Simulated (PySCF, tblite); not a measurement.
# C5H7FNSi radical: geometry, infrared bands and EPR parameters

What infrared bands and EPR parameters should C5H7FNSi radical (`Cc1[c]cn([SiH3])c1F`) show?

The runs use tblite 0.8.0 and PySCF 2.14.0, with density-fitted response routines of our own; the level of theory stands in each step. All values are computed, except where a source is named. Atoms count from 0, in the outputs and in this text.

### Step 1. Starting geometry

15 atoms, charge 0, multiplicity 2; geometry from: force field or distance geometry start.

Bonds of the start (Å): C0–C1 1.47, C1–C2 1.40, C2–C3 1.37, C3–N4 1.31, N4–Si5 1.80, N4–C6 1.36, C6–F7 1.35, C6–C1 1.38, C0–H8 1.10, C0–H9 1.13, C0–H10 1.12, C3–H11 1.09, Si5–H12 1.46, Si5–H13 1.48, Si5–H14 1.48.

### Step 2. Optimising the geometry with GFN2-xTB

Job settings and geometry (Å):

```
{"job": {"kind": "relax", "xc": "GFN2-xTB", "basis": "xTB"}, "charge": 0, "multiplicity": 2}
C     -2.681900     0.040200     0.205500
C     -1.261900    -0.320500     0.112900
C     -0.714400    -1.608200     0.188600
C      0.643200    -1.460600     0.056800
N      0.910600    -0.178700    -0.054400
Si     2.549700     0.536100    -0.253600
C     -0.220000     0.576100    -0.037100
F     -0.253200     1.926100    -0.136600
H     -3.181300    -0.350100    -0.696300
H     -2.780200     1.163700     0.256100
H     -3.172800    -0.340700     1.134200
H      1.329100    -2.304900     0.080700
H      3.526100    -0.455300    -0.686100
H      2.907800     1.148700     1.043900
H      2.394900     1.635900    -1.236700
```

Run with:

```console
OMP_NUM_THREADS=1 python probes_run.py task.json out
```

This one command runs all jobs of the session in turn.

**Question.** This job is followed by: GFN2-xTB harmonic vibrations, gas phase; UKS B3LYP, pcH-1 on C F H N Si, non-relativistic, mean-field spin-orbit, GIAO. Predict these results of the whole session: strongest single infrared mode (GFN2-xTB); zero-point energy (GFN2-xTB); g(iso) (B3LYP); ⟨S²⟩; largest a(iso) (averaged by class); potential on the surface of density 0.002 e/bohr³, 1st and 99th percentile.

As calculated:

| quantity | value |
| --- | --- |
| strongest single infrared mode (GFN2-xTB) | 792 cm⁻¹, 413 km/mol |
| zero-point energy (GFN2-xTB) | 63.6 kcal/mol |
| g(iso) (B3LYP) | 2.00218 |
| ⟨S²⟩ | 0.757 (exact 0.75) |
| largest a(iso) (averaged by class) | 13C on C2, 496.7 MHz |
| potential on the surface of density 0.002 e/bohr³, 1st and 99th percentile | -0.79 V and 1.65 V |

**Reading.** Over 70 steps the energy fell by 0.471 eV; of the close pairs, C3–N4 changed most, 1.314 to 1.387 Å. No mode is imaginary among the 39: a minimum at this level. The strongest single mode, at 792 cm⁻¹, has its largest shares on H13, H12 and H14 (the list is cut at 3 atoms). GFN2-xTB is a fitted tight-binding method: band positions and strengths are rough. Its intensities can rank the bands wrongly. Most of the unpaired spin sits on C2 (1.02 e). The isotropic g lies 0.1 ppt below the free-electron value. These values are for one conformer; the search (at its own cheap level) found 1 more, at 0.43 kcal/mol, and measured spectra average over such forms.
